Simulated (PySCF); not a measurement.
# CH₆BN₃O: NMR shifts at several levels of theory, part 2 of 2

PySCF 2.14.0. Atoms count from 0.

## (6) Shielding tensors: BLYP/pcSseg-2

The job: settings as JSON, then the geometry in Å.

```
{"job": {"kind": "nmr", "xc": "BLYP", "basis": "pcSseg-2", "pop": false}, "charge": 0, "multiplicity": 1}
N     -1.365400    -1.163285    -0.675182
B     -0.539868    -0.154121    -0.111649
N     -1.030057     1.019466     0.485565
N      0.921022    -0.366074    -0.165767
C      1.883969     0.458344     0.323541
O      1.701571     1.512365     0.894154
H     -1.013311    -2.006155    -1.102679
H     -2.372398    -1.099137    -0.685656
H     -2.008675     1.246269     0.570392
H     -0.371978     1.686911     0.871387
H      1.279871    -1.204035    -0.606641
H      2.917642     0.068092     0.150464
```

With the program's defaults for keys left out, this is: GIAO BLYP/pcSseg-2 NMR shielding, non-relativistic, gas phase.

The log of the run:

```text
coarse grid: 10168 points
cycle   1  E = -305.9598225451  dE =  8.382e-01  |g| = 1.166e+00  |ddm| = 2.313e+00
cycle   2  E = -303.2902294636  dE =  2.670e+00  |g| = 3.285e+00  |ddm| = 8.659e+00
cycle   3  E = -306.0379651597  dE = -2.748e+00  |g| = 9.012e-01  |ddm| = 8.588e+00
cycle   4  E = -306.2172139312  dE = -1.792e-01  |g| = 1.976e-01  |ddm| = 6.246e-01
cycle   5  E = -306.2228856325  dE = -5.672e-03  |g| = 1.159e-01  |ddm| = 2.146e-01
cycle   6  E = -306.2252473682  dE = -2.362e-03  |g| = 4.207e-02  |ddm| = 7.376e-02
cycle   7  E = -306.2256161628  dE = -3.688e-04  |g| = 6.811e-03  |ddm| = 2.578e-02
cycle   8  E = -306.2256260990  dE = -9.936e-06  |g| = 2.210e-03  |ddm| = 6.927e-03
final grid: 98832 points
cycle   9  E = -306.2370339310  dE = -9.915e-05  |g| = 1.365e-02  |ddm| = 5.233e-02
cycle  10  E = -306.2369075481  dE =  1.264e-04  |g| = 2.834e-02  |ddm| = 2.079e-02
cycle  11  E = -306.2370600753  dE = -1.525e-04  |g| = 7.579e-03  |ddm| = 1.691e-02
cycle  12  E = -306.2370714607  dE = -1.139e-05  |g| = 6.923e-04  |ddm| = 5.505e-03
cycle  13  E = -306.2370715365  dE = -7.583e-08  |g| = 3.704e-04  |ddm| = 5.804e-04
cycle  14  E = -306.2370715665  dE = -2.997e-08  |g| = 7.130e-05  |ddm| = 2.308e-04
cycle  15  E = -306.2370715672  dE = -7.053e-10  |g| = 4.152e-05  |ddm| = 5.716e-05
cycle  16  E = -306.2370715676  dE = -3.574e-10  |g| = 6.552e-06  |ddm| = 2.220e-05
converged SCF energy = -306.2370715676

GIAO shielding tensors (ppm)
atom      isotropic    diamagn.    paramagn.     s11        s22        s33       span
  0 N      208.802     314.750    -105.948    178.316    195.301    252.789     74.473
  1 B       71.642     191.694    -120.051     38.264     79.337     97.325     59.061
  2 N      196.964     316.376    -119.412    152.386    205.387    233.118     80.731
  3 N       99.038     320.422    -221.384    -32.519    145.912    183.720    216.239
  4 C        8.734     243.625    -234.891    -85.936     36.542     75.598    161.534
  5 O     -108.746     399.331    -508.077   -408.533   -208.972    291.267    699.800
  6 H       30.102      32.247      -2.146     24.417     27.686     38.204     13.787
  7 H       30.003      31.430      -1.427     24.096     27.671     38.241     14.144
  8 H       29.471      32.163      -2.692     24.107     27.204     37.101     12.994
  9 H       26.038      32.317      -6.279     17.258     25.162     35.693     18.435
 10 H       26.860      34.487      -7.627     24.128     27.711     28.739      4.611
 11 H       22.640      27.074      -4.434     18.332     23.255     26.334      8.002
```

Wall time 60 s (1 thread of Arm Neoverse V1, shared host); peak memory 0.83 GiB.

In short: δ C4 166.3, N3 158.5, N0 54.7, B1 19.5, H11 8.74, H10 4.52 ppm (means over like atoms).

## (7) Nuclear shieldings: BP86/pcSseg-2

Settings changed since step 6:

```diff
@@ -1,2 +1,2 @@
-{"job": {"kind": "nmr", "xc": "BLYP", "basis": "pcSseg-2", "pop": false}, "charge": 0, "multiplicity": 1}
+{"job": {"kind": "nmr", "xc": "BP86", "basis": "pcSseg-2", "pop": false}, "charge": 0, "multiplicity": 1}
 N     -1.365400    -1.163285    -0.675182
```

With the program's defaults for keys left out, this is: GIAO BP86/pcSseg-2 NMR shielding, non-relativistic, gas phase.

The log of the run:

```text
coarse grid: 10168 points
cycle   1  E = -306.0791965309  dE =  8.226e-01  |g| = 1.092e+00  |ddm| = 2.319e+00
cycle   2  E = -303.9911088049  dE =  2.088e+00  |g| = 3.064e+00  |ddm| = 6.577e+00
cycle   3  E = -306.1880024067  dE = -2.197e+00  |g| = 7.472e-01  |ddm| = 6.471e+00
cycle   4  E = -306.3075650995  dE = -1.196e-01  |g| = 2.133e-01  |ddm| = 5.548e-01
cycle   5  E = -306.3152153350  dE = -7.650e-03  |g| = 8.544e-02  |ddm| = 1.522e-01
cycle   6  E = -306.3164739240  dE = -1.259e-03  |g| = 3.442e-02  |ddm| = 5.468e-02
cycle   7  E = -306.3167260063  dE = -2.521e-04  |g| = 6.887e-03  |ddm| = 2.061e-02
cycle   8  E = -306.3167357246  dE = -9.718e-06  |g| = 2.188e-03  |ddm| = 6.323e-03
final grid: 98832 points
cycle   9  E = -306.3226798706  dE = -1.057e-04  |g| = 1.188e-02  |ddm| = 5.268e-02
cycle  10  E = -306.3225320992  dE =  1.478e-04  |g| = 2.953e-02  |ddm| = 2.067e-02
cycle  11  E = -306.3227016915  dE = -1.696e-04  |g| = 5.734e-03  |ddm| = 1.782e-02
cycle  12  E = -306.3227084635  dE = -6.772e-06  |g| = 5.161e-04  |ddm| = 4.040e-03
cycle  13  E = -306.3227085046  dE = -4.103e-08  |g| = 3.169e-04  |ddm| = 4.969e-04
cycle  14  E = -306.3227085265  dE = -2.190e-08  |g| = 5.865e-05  |ddm| = 1.890e-04
cycle  15  E = -306.3227085270  dE = -5.072e-10  |g| = 3.251e-05  |ddm| = 4.621e-05
cycle  16  E = -306.3227085272  dE = -2.224e-10  |g| = 6.264e-06  |ddm| = 1.858e-05
converged SCF energy = -306.3227085272

GIAO shielding tensors (ppm)
atom      isotropic    diamagn.    paramagn.     s11        s22        s33       span
  0 N      210.844     316.267    -105.422    179.568    200.658    252.307     72.739
  1 B       74.706     193.626    -118.920     42.054     82.482     99.582     57.529
  2 N      199.038     317.843    -118.805    153.200    210.229    233.685     80.486
  3 N      103.822     322.180    -218.358    -27.318    153.493    185.291    212.609
  4 C       13.348     245.504    -232.157    -79.301     39.175     80.169    159.469
  5 O     -102.177     398.567    -500.744   -401.778   -206.294    301.541    703.319
  6 H       29.951      32.040      -2.089     24.185     27.443     38.226     14.041
  7 H       29.836      31.125      -1.289     23.860     27.405     38.244     14.384
  8 H       29.307      31.881      -2.574     23.859     26.948     37.114     13.256
  9 H       25.856      32.348      -6.492     16.980     25.000     35.588     18.608
 10 H       26.633      34.260      -7.627     23.794     27.650     28.455      4.661
 11 H       22.536      26.691      -4.155     18.223     23.106     26.278      8.055
```

Run time: 65 s. Hardware: 1 thread of Arm Neoverse V1, shared host; peak memory 0.82 GiB.

This run: δ C4 165.8, N3 155.4, N0 54.3, B1 18.6, H11 8.70, H10 4.60 ppm (means over like atoms).

## (8) NMR shieldings: OPBE/pcSseg-2

Settings changed since step 7:

```diff
@@ -1,2 +1,2 @@
-{"job": {"kind": "nmr", "xc": "BP86", "basis": "pcSseg-2", "pop": false}, "charge": 0, "multiplicity": 1}
+{"job": {"kind": "nmr", "xc": "OPBE", "basis": "pcSseg-2", "pop": false}, "charge": 0, "multiplicity": 1}
 N     -1.365400    -1.163285    -0.675182
```

Method: GIAO OPBE/pcSseg-2 NMR shielding, non-relativistic, gas phase.

The log of the run:

```text
coarse grid: 10168 points
cycle   1  E = -305.9548822605  dE =  7.889e-01  |g| = 1.009e+00  |ddm| = 2.336e+00
cycle   2  E = -303.9211364285  dE =  2.034e+00  |g| = 2.948e+00  |ddm| = 7.845e+00
cycle   3  E = -306.0508914364  dE = -2.130e+00  |g| = 6.934e-01  |ddm| = 7.741e+00
cycle   4  E = -306.1580874397  dE = -1.072e-01  |g| = 1.992e-01  |ddm| = 5.424e-01
cycle   5  E = -306.1647911493  dE = -6.704e-03  |g| = 8.457e-02  |ddm| = 1.357e-01
cycle   6  E = -306.1660680866  dE = -1.277e-03  |g| = 2.987e-02  |ddm| = 5.493e-02
cycle   7  E = -306.1662643720  dE = -1.963e-04  |g| = 6.272e-03  |ddm| = 1.952e-02
cycle   8  E = -306.1662726126  dE = -8.241e-06  |g| = 1.700e-03  |ddm| = 5.619e-03
final grid: 98832 points
cycle   9  E = -306.1588571499  dE = -2.305e-04  |g| = 2.513e-02  |ddm| = 8.251e-02
cycle  10  E = -306.1579796211  dE =  8.775e-04  |g| = 7.061e-02  |ddm| = 5.563e-02
cycle  11  E = -306.1589746208  dE = -9.950e-04  |g| = 6.069e-03  |ddm| = 4.513e-02
cycle  12  E = -306.1589831542  dE = -8.533e-06  |g| = 8.334e-04  |ddm| = 4.811e-03
cycle  13  E = -306.1589832474  dE = -9.320e-08  |g| = 5.058e-04  |ddm| = 8.301e-04
cycle  14  E = -306.1589833036  dE = -5.616e-08  |g| = 9.045e-05  |ddm| = 3.348e-04
cycle  15  E = -306.1589833050  dE = -1.445e-09  |g| = 4.247e-05  |ddm| = 6.886e-05
cycle  16  E = -306.1589833054  dE = -3.571e-10  |g| = 8.052e-06  |ddm| = 2.501e-05
converged SCF energy = -306.1589833054

GIAO shielding tensors (ppm)
atom      isotropic    diamagn.    paramagn.     s11        s22        s33       span
  0 N      215.748     318.801    -103.052    185.347    206.181    255.718     70.371
  1 B       80.142     197.973    -117.831     49.154     88.118    103.153     53.998
  2 N      205.252     320.834    -115.581    160.343    215.994    239.421     79.078
  3 N      113.393     324.916    -211.524    -12.705    162.934    189.949    202.654
  4 C       23.526     249.093    -225.567    -65.980     49.558     87.000    152.979
  5 O      -86.981     402.524    -489.506   -376.155   -191.258    306.470    682.625
  6 H       29.875      31.819      -1.944     23.964     27.255     38.406     14.442
  7 H       29.778      30.654      -0.876     23.668     27.272     38.393     14.725
  8 H       29.279      31.588      -2.309     23.698     26.824     37.316     13.618
  9 H       25.865      33.060      -7.196     16.903     24.885     35.806     18.903
 10 H       26.481      33.773      -7.292     23.494     27.735     28.213      4.718
 11 H       22.528      25.758      -3.230     18.241     22.999     26.345      8.104
```

Run time: 69 s. Hardware: 1 thread of Arm Neoverse V1, shared host; peak memory 0.82 GiB.

This run: δ C4 160.9, N3 149.4, N0 52.3, B1 17.6, H11 8.67, H10 4.72 ppm (means over like atoms).

## (9) Run by run: NMR shifts

Shifts (ppm) of some atoms, chosen among heavy atoms and hydrogens apart, means over like atoms, with basis size and wall time:

```tsv
run	C4	H11	H10	N3	N0	B1	O5	functions	time
HF/pcSseg-2	175.3	8.07	4.35	123.7	36.9	25.0	411.9	300	25 s
LDA/pcSseg-2	171.8	8.75	4.81	168.3	62.3	19.1	449.5	300	54 s
PBE/pcSseg-2	166.1	8.72	4.63	157.8	55.8	18.5	432.6	300	57 s
BLYP/pcSseg-2	166.3	8.74	4.52	158.5	54.7	19.5	433.9	300	60 s
BP86/pcSseg-2	165.8	8.70	4.60	155.4	54.3	18.6	428.3	300	65 s
OPBE/pcSseg-2	160.9	8.67	4.72	149.4	52.3	17.6	416.2	300	69 s
```

## (10) Results

The summary covers parts 1 to 2.

| quantity | value |
| --- | --- |
| point group | Cs |
| rotational constants (main isotopes) | 7.47, 2.52, 1.88 GHz |
| ¹³C shifts against TMS (HF/pcSseg-2) | 175.3 ppm |
| ¹H shifts against TMS (HF/pcSseg-2, means over atoms taken as alike) | 8.07, 4.35, 2.56 ppm |
| ¹⁵N shifts against NH3 (HF/pcSseg-2, means over atoms taken as alike) | 123.7, 36.9 ppm |
| ¹¹B shifts against BF3·OEt2 (HF/pcSseg-2) | 25.0 ppm |
| ¹⁷O shifts against H2O (HF/pcSseg-2) | 411.9 ppm |
| range of the shift of N3 | 123.7 to 168.3 ppm |

In words: Single values in the summary come from the first run of each kind that ended normally (HF/pcSseg-2), which need not be the best level. Relaxing lowered the energy by 0.022 eV in 7 steps; the close pair that moved most is N3–C4, from 1.346 to 1.359 Å. At HF/pcSseg-2: The widest tensor belongs to O5: span 741 ppm, with a paramagnetic part of -484 ppm. Across the 6 runs the shift of N3 moves most, between 123.7 (HF/pcSseg-2) and 168.3 ppm (LDA/pcSseg-2).
